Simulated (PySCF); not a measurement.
# C₃H₁₂AlNO: NMR shifts at several levels of theory

How much do the NMR shifts of C₃H₁₂AlNO (`C[NH][AlH2-][O+](C)C`) depend on the level of theory, and what does each level cost?

Computed with PySCF 2.14.0, with density-fitted response routines of our own, on a single molecule in the gas phase. Atoms count from 0, in the outputs and in this text.

## (1) The molecule as given

18 atoms, charge 0, multiplicity 1; geometry from: GFN2-xTB.

Bonds of the start (Å): C0–N1 1.45, N1–Al2 1.80, Al2–O3 1.90, O3–C4 1.41, O3–C5 1.41, C0–H6 1.10, C0–H7 1.10, C0–H8 1.09, N1–H9 1.02, Al2–H10 1.56, Al2–H11 1.56, C4–H12 1.09, C4–H13 1.09, C4–H14 1.09, C5–H15 1.09, C5–H16 1.09, C5–H17 1.09.

## (2) Geometry optimisation at PBE0-D3(BJ)/def2-SVP

The job: settings as JSON, then the geometry in Å.

```
{"job": {"xc": "PBE0", "basis": "def2-SVP", "d3": "d3bj", "grid": 1, "kind": "geom"}, "charge": 0, "multiplicity": 1}
C      2.866612    -0.794769     0.464132
N      1.492182    -0.319380     0.453016
Al     0.499974    -0.413305    -1.046730
O     -1.174973     0.301626    -0.509430
C     -2.190915    -0.487018     0.061165
C     -1.451514     1.680902    -0.534527
H      3.015680    -1.609092     1.182024
H      3.577839     0.003418     0.704219
H      3.102433    -1.171250    -0.530710
H      1.262875     0.033260     1.377428
H      0.827530     0.616265    -2.177187
H      0.005771    -1.833346    -1.477514
H     -1.825919    -1.512925     0.030654
H     -3.116478    -0.405885    -0.517088
H     -2.380453    -0.192418     1.097493
H     -1.600340     2.069590     0.477180
H     -0.579415     2.153083    -0.985388
H     -2.339649     1.887559    -1.139434
```

What it wrote:

```text
step   0  E = -493.27814644  max force = 0.019484
step   1  E = -493.28316513  max force = 0.002913
step   2  E = -493.28333703  max force = 0.000963
step   3  E = -493.28342545  max force = 0.001041
step   4  E = -493.28345390  max force = 0.000511
step   5  E = -493.28346844  max force = 0.000638
step   6  E = -493.28348002  max force = 0.000904
step   7  E = -493.28353316  max force = 0.002413
step   8  E = -493.28371616  max force = 0.008346
step   9  E = -493.28414199  max force = 0.009089
step  10  E = -493.28546164  max force = 0.004218
step  11  E = -493.28699073  max force = 0.003648
step  12  E = -493.28829406  max force = 0.005015
step  13  E = -493.28963997  max force = 0.006813
step  14  E = -493.29070073  max force = 0.004339
step  15  E = -493.29145723  max force = 0.002813
step  16  E = -493.29171599  max force = 0.002435
step  17  E = -493.29199630  max force = 0.001763
step  18  E = -493.29207768  max force = 0.001249
step  19  E = -493.29216014  max force = 0.001383
step  20  E = -493.29222037  max force = 0.001440
step  21  E = -493.29225884  max force = 0.001451
step  22  E = -493.29228945  max force = 0.001204
step  23  E = -493.29231574  max force = 0.000698
step  24  E = -493.29233642  max force = 0.000618
step  25  E = -493.29235140  max force = 0.000407
optimisation converged
```

Wall time 3.8 min (1 thread, shared host).

The steps of the relaxation:

```
step  energy from step 0 (eV)  largest force component (eV/Å)
   0                   0.0000                          1.0019
   1                  -0.1366                          0.1498
   2                  -0.1412                          0.0495
   3                  -0.1436                          0.0535
   4                  -0.1444                          0.0263
   5                  -0.1448                          0.0328
   6                  -0.1451                          0.0465
   7                  -0.1466                          0.1241
   8                  -0.1516                          0.4292
   9                  -0.1631                          0.4674
  10                  -0.1991                          0.2169
  11                  -0.2407                          0.1876
  12                  -0.2761                          0.2579
  13                  -0.3128                          0.3503
  14                  -0.3416                          0.2231
  15                  -0.3622                          0.1447
  16                  -0.3692                          0.1252
  17                  -0.3769                          0.0907
  18                  -0.3791                          0.0642
  19                  -0.3813                          0.0711
  20                  -0.3830                          0.0740
  21                  -0.3840                          0.0746
  22                  -0.3849                          0.0619
  23                  -0.3856                          0.0359
  24                  -0.3861                          0.0318
  25                  -0.3865                          0.0209
```

Close pairs (by a distance rule), those that changed most:

```
   bond  before (Å)  after (Å)  change (Å)
 Al2–O3       1.899      2.034      +0.136
Al2–H11       1.564      1.602      +0.038
Al2–H10       1.564      1.602      +0.038
  C0–N1       1.454      1.439      -0.015
  C0–H6       1.096      1.111      +0.015
  C0–H8       1.090      1.103      +0.014
  C0–H7       1.096      1.108      +0.012
  O3–C4       1.407      1.418      +0.011
```

The end geometry stands in the next job.

```
                         at the end point                value
  point group (found at 0.08 Å tolerance)                   C1
rotational constants (GHz, main isotopes)  3.852, 1.642, 1.465
                        dipole moment (D)                 4.79
```

## (3) NMR shieldings: PBE0/cc-pVDZ

The job: settings as JSON, then the geometry in Å.

```
{"job": {"kind": "nmr", "xc": "PBE0", "basis": "cc-pVDZ", "pop": true}, "charge": 0, "multiplicity": 1}
C      2.180977    -0.827643     0.899908
N      1.743027     0.182168    -0.026924
Al     0.719441    -0.014210    -1.501134
O     -1.183913     0.204185    -0.816558
C     -1.654433    -0.801119     0.065441
C     -1.623856     1.510405    -0.487016
H      1.793266    -0.692033     1.931968
H      3.283259    -0.897701     0.987389
H      1.837223    -1.821601     0.566503
H      2.141608     1.091508     0.184359
H      0.708321     1.257623    -2.474619
H      0.547552    -1.526841    -2.000967
H     -1.265224    -1.758863    -0.301585
H     -2.755583    -0.818278     0.055596
H     -1.289052    -0.619862     1.089763
H     -1.252832     1.803442     0.509275
H     -1.216399     2.188708    -1.246387
H     -2.724424     1.547011    -0.503727
```

Method: GIAO PBE0/cc-pVDZ NMR shielding, non-relativistic, gas phase.

What it wrote:

```text
coarse grid: 14472 points
cycle   1  E = -493.4629971769  dE =  2.960e-01  |g| = 5.518e-01  |ddm| = 7.149e+00
cycle   2  E = -493.3953338099  dE =  6.766e-02  |g| = 7.885e-01  |ddm| = 1.929e+00
cycle   3  E = -493.5312250167  dE = -1.359e-01  |g| = 6.462e-02  |ddm| = 1.080e+00
cycle   4  E = -493.5321336244  dE = -9.086e-04  |g| = 2.298e-02  |ddm| = 1.321e-01
cycle   5  E = -493.5322328595  dE = -9.924e-05  |g| = 1.003e-02  |ddm| = 4.251e-02
cycle   6  E = -493.5322519281  dE = -1.907e-05  |g| = 2.054e-03  |ddm| = 1.349e-02
cycle   7  E = -493.5322528523  dE = -9.241e-07  |g| = 4.285e-04  |ddm| = 3.587e-03
final grid: 132184 points
cycle   8  E = -493.5436125255  dE = -1.817e-05  |g| = 1.174e-02  |ddm| = 5.744e-02
cycle   9  E = -493.5435867884  dE =  2.574e-05  |g| = 1.644e-02  |ddm| = 3.800e-02
cycle  10  E = -493.5436421727  dE = -5.538e-05  |g| = 1.619e-03  |ddm| = 2.159e-02
cycle  11  E = -493.5436427929  dE = -6.201e-07  |g| = 1.252e-04  |ddm| = 2.678e-03
cycle  12  E = -493.5436427964  dE = -3.523e-09  |g| = 4.331e-05  |ddm| = 3.664e-04
cycle  13  E = -493.5436427969  dE = -4.695e-10  |g| = 1.546e-05  |ddm| = 1.254e-04
converged SCF energy = -493.5436427969

GIAO shielding tensors (ppm)
atom      isotropic    diamagn.    paramagn.     s11        s22        s33       span
  0 C      162.262     242.160     -79.898    139.189    152.642    194.955     55.766
  1 N      234.156     309.678     -75.521    210.497    237.616    254.357     43.860
  2 Al     473.533     800.727    -327.194    450.851    472.138    497.611     46.760
  3 O      319.170     388.168     -68.998    302.964    306.649    347.898     44.934
  4 C      138.496     247.485    -108.990    110.123    112.655    192.709     82.586
  5 C      138.588     245.568    -106.981    108.713    113.951    193.099     84.386
  6 H       28.560      30.430      -1.870     23.549     26.940     35.190     11.641
  7 H       28.468      26.493       1.975     23.411     26.260     35.734     12.323
  8 H       28.528      30.712      -2.184     25.119     27.201     33.264      8.145
  9 H       31.421      32.343      -0.922     23.855     30.607     39.801     15.946
 10 H       27.468      31.503      -4.034     23.925     26.051     32.429      8.505
 11 H       27.304      31.761      -4.457     24.020     26.065     31.829      7.809
 12 H       27.100      31.651      -4.551     23.134     26.117     32.049      8.915
 13 H       28.285      29.659      -1.373     24.649     25.904     34.303      9.653
 14 H       28.083      32.783      -4.700     24.325     26.979     32.946      8.620
 15 H       28.146      31.619      -3.472     24.147     26.655     33.637      9.490
 16 H       27.270      30.272      -3.003     23.013     25.995     32.801      9.788
 17 H       28.328      28.756      -0.428     24.785     25.815     34.384      9.599
```

Wall time 21 s (1 thread, shared host).

The references, computed at this level on geometries of the same kind, shield at (ppm): 1H TMS 31.29, 13C TMS 196.8, 15N NH3 273.1, 17O H2O 343.3, 27Al AlH4- 538.6. Their shielding less the atom's gives the shift. The references are single molecules in the gas phase, so shifts against H2O, NH3, PH3, H3PO4 or CFCl3 are not on the usual liquid scales and can be off by tens of ppm. Shifts against hydride references such as AlH4− lie on their own scale. Atoms listed in one row are averaged.

```
                       atoms                              environment  σ (ppm)  δ (ppm)
                      C4, C5                methyl carbon bonded to O    138.5     58.2
                          C0                methyl carbon bonded to N    162.3     34.5
                    H10, H11  hydrogen on an aluminium bonded to N, O    27.39     3.90
H12, H13, H14, H15, H16, H17  hydrogen on a methyl carbon bonded to O    27.87     3.42
                  H6, H7, H8  hydrogen on a methyl carbon bonded to N    28.52     2.77
                          H9   hydrogen on a nitrogen bonded to C, Al    31.42    -0.13
                          N1              nitrogen bonded to C, Al, H    234.2     39.0
                         Al2            aluminium bonded to N, O, 2 H    473.5     65.0
                          O3           donor oxygen of a Lewis adduct    319.2     24.2
```

The run also stored atomic charges by several schemes (e):

```
 atoms  Mulliken    IAO  Hirshfeld  ESP fit
    C0      0.02  -0.28      -0.07     0.01
    N1     -0.43  -0.70      -0.31    -0.54
   Al2      0.33   0.64       0.34     0.45
    O3     -0.36  -0.31      -0.03    -0.03
C4, C5      0.07  -0.21      -0.01    -0.34
```

Mayer bond orders: C0–N1 1.08, N1–Al2 1.12, Al2–O3 0.36, O3–C4 0.94, O3–C5 0.94.

## (4) Nuclear shieldings: PBE0/aug-cc-pVDZ

Settings changed since step 3:

```diff
@@ -1,2 +1,2 @@
-{"job": {"kind": "nmr", "xc": "PBE0", "basis": "cc-pVDZ", "pop": true}, "charge": 0, "multiplicity": 1}
+{"job": {"kind": "nmr", "xc": "PBE0", "basis": "aug-cc-pVDZ", "pop": true}, "charge": 0, "multiplicity": 1}
 C      2.180977    -0.827643     0.899908
```

Level: GIAO PBE0/aug-cc-pVDZ NMR shielding, non-relativistic, gas phase.

What it wrote:

```text
coarse grid: 14472 points
cycle   1  E = -493.4802010211  dE =  2.796e-01  |g| = 5.615e-01  |ddm| = 9.281e+00
cycle   2  E = -493.3959918118  dE =  8.421e-02  |g| = 8.382e-01  |ddm| = 2.380e+00
cycle   3  E = -493.5514411139  dE = -1.554e-01  |g| = 6.777e-02  |ddm| = 1.361e+00
cycle   4  E = -493.5524148715  dE = -9.738e-04  |g| = 2.437e-02  |ddm| = 1.940e-01
cycle   5  E = -493.5525265440  dE = -1.117e-04  |g| = 1.058e-02  |ddm| = 5.154e-02
cycle   6  E = -493.5525478070  dE = -2.126e-05  |g| = 2.348e-03  |ddm| = 1.858e-02
cycle   7  E = -493.5525489996  dE = -1.193e-06  |g| = 4.671e-04  |ddm| = 4.502e-03
final grid: 132184 points
cycle   8  E = -493.5638837923  dE = -3.319e-05  |g| = 1.169e-02  |ddm| = 1.841e-01
cycle   9  E = -493.5638567238  dE =  2.707e-05  |g| = 1.664e-02  |ddm| = 4.601e-02
cycle  10  E = -493.5639129435  dE = -5.622e-05  |g| = 1.673e-03  |ddm| = 2.489e-02
cycle  11  E = -493.5639136050  dE = -6.615e-07  |g| = 1.562e-04  |ddm| = 2.994e-03
cycle  12  E = -493.5639136107  dE = -5.682e-09  |g| = 5.841e-05  |ddm| = 6.929e-04
cycle  13  E = -493.5639136116  dE = -9.312e-10  |g| = 1.798e-05  |ddm| = 2.121e-04
converged SCF energy = -493.5639136116

GIAO shielding tensors (ppm)
atom      isotropic    diamagn.    paramagn.     s11        s22        s33       span
  0 C      161.732     197.326     -35.594    138.564    150.484    196.148     57.584
  1 N      236.473     283.585     -47.111    212.093    239.300    258.028     45.935
  2 Al     465.639     799.343    -333.704    447.813    461.695    487.409     39.597
  3 O      318.929     331.880     -12.951    299.534    306.623    350.630     51.096
  4 C      137.154     190.272     -53.119    108.453    111.023    191.984     83.531
  5 C      137.377     191.964     -54.588    107.280    112.221    192.629     85.350
  6 H       28.415      24.528       3.887     23.282     26.850     35.112     11.829
  7 H       28.324      28.684      -0.360     23.134     26.214     35.625     12.491
  8 H       28.504      26.321       2.184     25.238     27.113     33.163      7.925
  9 H       31.332      34.063      -2.730     24.293     30.441     39.263     14.970
 10 H       27.378      26.916       0.462     24.006     25.940     32.190      8.184
 11 H       27.206      26.696       0.510     24.213     25.937     31.470      7.257
 12 H       27.032      27.724      -0.693     23.279     26.010     31.807      8.528
 13 H       28.201      28.323      -0.122     24.637     25.974     33.991      9.354
 14 H       27.970      21.524       6.446     24.311     27.014     32.586      8.275
 15 H       27.993      22.187       5.806     24.030     26.721     33.227      9.198
 16 H       27.158      28.369      -1.211     23.048     25.858     32.569      9.521
 17 H       28.234      27.750       0.484     24.744     25.898     34.060      9.316
```

Run time: 47 s. Hardware: 1 thread, shared host.

Key values: δ C4 57.9, C0 33.4, N1 33.4, Al2 75.4, H10 4.10, H12 3.63 ppm (means over like atoms).

## (5) Shielding tensors: PBE0/pcSseg-0

Settings changed since step 4:

```diff
@@ -1,2 +1,2 @@
-{"job": {"kind": "nmr", "xc": "PBE0", "basis": "aug-cc-pVDZ", "pop": true}, "charge": 0, "multiplicity": 1}
+{"job": {"kind": "nmr", "xc": "PBE0", "basis": "pcSseg-0", "pop": true}, "charge": 0, "multiplicity": 1}
 C      2.180977    -0.827643     0.899908
```

Method: GIAO PBE0/pcSseg-0 NMR shielding, non-relativistic, gas phase.

What it wrote:

```text
coarse grid: 14472 points
cycle   1  E = -492.6442916564  dE =  1.873e-01  |g| = 4.868e-01  |ddm| = 3.734e+00
cycle   2  E = -492.5985670006  dE =  4.572e-02  |g| = 6.837e-01  |ddm| = 1.195e+00
cycle   3  E = -492.6967940501  dE = -9.823e-02  |g| = 4.375e-02  |ddm| = 7.422e-01
cycle   4  E = -492.6971593859  dE = -3.653e-04  |g| = 2.672e-02  |ddm| = 7.320e-02
cycle   5  E = -492.6972945085  dE = -1.351e-04  |g| = 4.814e-03  |ddm| = 2.503e-02
cycle   6  E = -492.6972989379  dE = -4.429e-06  |g| = 1.210e-03  |ddm| = 5.106e-03
final grid: 132184 points
cycle   7  E = -492.6959530447  dE = -2.035e-05  |g| = 6.446e-03  |ddm| = 2.121e-02
cycle   8  E = -492.6959467786  dE =  6.266e-06  |g| = 8.743e-03  |ddm| = 1.194e-02
cycle   9  E = -492.6959617763  dE = -1.500e-05  |g| = 7.919e-04  |ddm| = 6.951e-03
cycle  10  E = -492.6959619206  dE = -1.443e-07  |g| = 7.424e-05  |ddm| = 8.559e-04
cycle  11  E = -492.6959619219  dE = -1.324e-09  |g| = 3.289e-05  |ddm| = 1.294e-04
cycle  12  E = -492.6959619221  dE = -2.148e-10  |g| = 1.308e-05  |ddm| = 4.677e-05
converged SCF energy = -492.6959619221

GIAO shielding tensors (ppm)
atom      isotropic    diamagn.    paramagn.     s11        s22        s33       span
  0 C      155.659     241.424     -85.765    131.422    146.114    189.443     58.020
  1 N      240.798     324.232     -83.434    219.223    244.293    258.880     39.657
  2 Al     408.929     794.298    -385.369    382.224    414.533    430.032     47.808
  3 O      345.927     399.279     -53.352    323.847    344.703    369.232     45.386
  4 C      129.725     250.267    -120.542     99.519    101.025    188.632     89.114
  5 C      129.715     247.978    -118.263     98.651    101.414    189.081     90.430
  6 H       30.052      28.438       1.614     25.054     28.223     36.880     11.826
  7 H       29.906      27.921       1.985     24.712     27.516     37.490     12.778
  8 H       29.981      28.982       0.999     25.943     28.769     35.230      9.286
  9 H       33.563      33.720      -0.157     25.530     31.499     43.659     18.129
 10 H       28.264      31.659      -3.395     24.475     27.215     33.101      8.626
 11 H       28.149      31.429      -3.280     24.577     27.309     32.560      7.982
 12 H       28.138      30.170      -2.031     23.520     27.078     33.818     10.298
 13 H       29.471      30.300      -0.828     25.252     27.051     36.112     10.860
 14 H       29.422      29.941      -0.519     25.273     28.199     34.794      9.521
 15 H       29.466      29.134       0.332     25.016     27.861     35.521     10.505
 16 H       28.264      29.672      -1.408     23.295     26.903     34.594     11.299
 17 H       29.491      29.531      -0.040     25.351     26.914     36.209     10.858
```

Run time: 9.4 s. Hardware: 1 thread, shared host.

This run: δ C4 63.8, C0 37.9, N1 25.2, Al2 67.0, H10 4.63, H12 3.79 ppm (means over like atoms).

## (6) Comparing the runs: NMR shifts

Shifts (ppm) of some atoms, chosen among heavy atoms and hydrogens apart, means over like atoms, with basis size and wall time:

```
             run    C4    C0   H10     H9    N1   Al2    O3  functions   time
    PBE0/cc-pVDZ  58.2  34.5  3.90  -0.13  39.0  65.0  24.2        148   21 s
PBE0/aug-cc-pVDZ  57.9  33.4  4.10   0.06  33.4  75.4  17.0        250   47 s
   PBE0/pcSseg-0  63.8  37.9  4.63  -0.73  25.2  67.0  -8.1         82  9.4 s
```

## (7) What came out

```
                                                              quantity                        value
                                                           point group                           C1
                                  rotational constants (main isotopes)         3.85, 1.64, 1.47 GHz
13C shifts against TMS (PBE0/cc-pVDZ, means over atoms taken as alike)               58.2, 34.5 ppm
 1H shifts against TMS (PBE0/cc-pVDZ, means over atoms taken as alike)  3.90, 3.42, 2.77, -0.13 ppm
                                 15N shifts against NH3 (PBE0/cc-pVDZ)                     39.0 ppm
                              27Al shifts against AlH4- (PBE0/cc-pVDZ)                     65.0 ppm
                                 17O shifts against H2O (PBE0/cc-pVDZ)                     24.2 ppm
                                              range of the shift of O3             -8.1 to 24.2 ppm
```

Single values in the summary come from the first run of each kind that ended normally (PBE0/cc-pVDZ), which need not be the best level. The optimisation took 25 steps and gained 0.387 eV; among the close pairs (by a distance rule), Al2–O3 changed most, from 1.899 to 2.034 Å. At PBE0/cc-pVDZ: The widest tensor belongs to C4, C5: span 83 ppm, with a paramagnetic part of -108 ppm. In ppm, O3 moves most: its shift spreads over 32.2 ppm, from -8.1 (PBE0/pcSseg-0) to 24.2 (PBE0/cc-pVDZ).
